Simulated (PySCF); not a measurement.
# C2H4BFO2: the cost of one run

Programs: PySCF 2.14.0, with density-fitted response routines of our own. Each step states its level of theory. These are calculated values for one molecule in the gas phase, unless marked as measured. Atoms count from 0, in the outputs and in this text.

## 1. The starting structure

10 atoms, charge 0, multiplicity 1; geometry from: PBE0-D3(BJ)/def2-SVP.

Bonds of the start (Å): C0–C1 1.33, C1–F2 1.34, C1–B3 1.57, B3–O4 1.36, B3–O5 1.36, C0–H6 1.09, C0–H7 1.09, O4–H8 0.96, O5–H9 0.96.

## 2. TDDFT and polarisability: LDA/def2-SVPD

The job: settings as JSON, then the geometry in Å.

```
{"job": {"kind": "uv", "xc": "LDA", "basis": "def2-SVPD", "ip": true}, "charge": 0, "multiplicity": 1}
C      1.664161     0.348277    -0.679990
C      0.632102     0.678587     0.098795
F      0.678101     1.811221     0.817466
B     -0.681810    -0.171029     0.261784
O     -0.774751    -1.315180    -0.472306
O     -1.627612     0.288932     1.119854
H      1.616880    -0.573155    -1.261359
H      2.553309     0.980439    -0.748185
H     -1.588623    -1.814007    -0.362492
H     -2.415664    -0.255547     1.200653
```

Level: TDDFT LDA/def2-SVPD, vertical, gas phase, core orbitals frozen in the response.

Launch:

```console
> OMP_NUM_THREADS=1 python probes_run.py task.json out
```

The driver reads the jobs from task.json and runs them one after another.

**Question.** How long does this first job take on 1 thread of Arm Neoverse V1, shared host, and how much memory does it need?

About 41 s, with a peak of 0.43 GiB.
